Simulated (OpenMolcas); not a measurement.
# Mo⁵⁺ among point charges: CASSCF and CASPT2 levels and susceptibility

Aim: the splitting of the states of Mo⁵⁺ in the field of 4 point charges, its lowest levels with spin-orbit coupling and its magnetic susceptibility.

Program: OpenMolcas 26.06. Level of theory: state-averaged CASSCF and CASPT2, spin-orbit coupling by RASSI with atomic mean-field integrals. These are calculated values, not measurements, unless marked.

## 1. Starting point

- Species: Mo⁵⁺ (molybdenum, Z = 42, 37 electrons)
- Basis: ANO-RCC-VTZP [7s6p4d2f1g], 68 functions
- Scalar Hamiltonian: DKH2, point nucleus
- Inactive shells: 1s 2s 2p 3s 3p 3d 4s 4p
- Active space: 1 electron in 5 orbitals (4d)
- Some configurations of this space: 4d
- Orbitals: optimised for each spin and parity, averaged over all roots

The outer shells:

4d
```
4d [↑ ][  ][  ][  ][  ]
```

The ion sits among 4 point charges of -2 e arranged as a tetrahedron (Td), 2.04 Å from the ion.

Each step is its own input file, run in one work folder so that later steps find the files of earlier ones. Labels, J, g values, rates, χT and fits are worked out afterwards by a script from the matrices that RASSI stores.

## 2. GATEWAY and SEWARD: basis and integrals

File a.inp:

```
&GATEWAY
Coord
1

Mo 0.0 0.0 0.0
Basis=ANO-RCC-VTZP
Group=NoSym
NoMove
AngMom=0.0 0.0 0.0
AMFI
XField
4 Angstrom 0
1.177795 1.177795 1.177795 -2.000000
1.177795 -1.177795 -1.177795 -2.000000
-1.177795 1.177795 -1.177795 -2.000000
-1.177795 -1.177795 1.177795 -2.000000
&SEWARD
```

## 3. Reference wave functions, doublets, 5 roots

File a.inp:

```
&RASSCF
FileOrb=start.orb
Symmetry=1
Spin=2
nActEl=1 0 0
Inactive=18
Ras2=5
CIRoot=5 5 1
SDav=5
CIMx=300
Iter=120 100
PrWF=0.3
OrbListing=Nothing
MaxOrb=0
>>> COPY $Project.JobIph JOB001
```

start.orb holds the contracted functions of the basis, ordered by shell, or the orbitals of the step before.

## 4. RASSI: spin-orbit coupling between the states

File a.inp:

```
&RASSI
NrOfJobIphs=1 5
1 2 3 4 5
IphNames
JOB001
EJob
SpinOrbit
DIPRint=1.0
SOCoupling=1000.0
Subsets=2
Property=9
'ANGMOM' 1 'ANGMOM' 2 'ANGMOM' 3 'MLTPL  1' 1 'MLTPL  1' 2 'MLTPL  1' 3
'AMFI' 1 'AMFI' 2 'AMFI' 3
SOProperty=3
'ANGMOM' 1 'ANGMOM' 2 'ANGMOM' 3
```

## 5. CASPT2: IPEA 0.25, imaginary shift 0.1 (closed shells correlated: 4s 4p)

File a.inp:

```
>>> COPY JOB001 $Project.JobIph
&CASPT2
Multistate=5 1 2 3 4 5
NoMult
Frozen=14
IPEA=0.25
Imaginary=0.1
MaxIter=60
WThr=0.0 0.3 0.05
PrWF=0.5
NoMix
```

(Steps that only read results are left out.)

**Question.** What will these runs give? Wanted: spin-free ground state; first state of the same spin within the active space; lowest level; next level.

As calculated:

```
                                            quantity                                                                        value
                                              method  SS-CASPT2, IPEA 0.25, imaginary shift 0.1 (closed shells correlated: 4s 4p)
                              spin-free ground state                                               2E, 2-fold in its orbital part
first state of the same spin within the active space                                                             2T2 at 2930 cm⁻¹
                                        lowest level                                                                    4-fold Γ8
                                          next level                                                                  3429.1 cm⁻¹
                                         χT at 300 K                                                               0.21 cm³ K/mol
                           effective moment at 300 K                                                                      1.30 μB
```

Cost by method:

```tsv
method	time of its own steps	time with the reference
A. CASSCF	2.6 s	2.6 s
B. SS-CASPT2, IPEA 0.25, imaginary shift 0.1, +4s 4p	1.5 s	4.1 s
```

Times are of one thread on a shared host.

The spin-free ground state (2E) comes to 100 % from free-ion D terms and keeps the highest spin of the shell. χT at 300 K is 0.21, against 0.38 cm³ K/mol for the spin alone, so orbital moment lowers it. A ligand-field fit to the states below 45000 cm-1 gives 10Dq = -2934 cm-1, the gap between the two states. CASPT2 does not keep the components of a term degenerate, and the means are used. An orbital doublet at a regular site is open to a Jahn-Teller distortion, which this geometry leaves out. The field of point charges can differ much from that of real complexes. This is an electrostatic model: the charges have no orbitals.
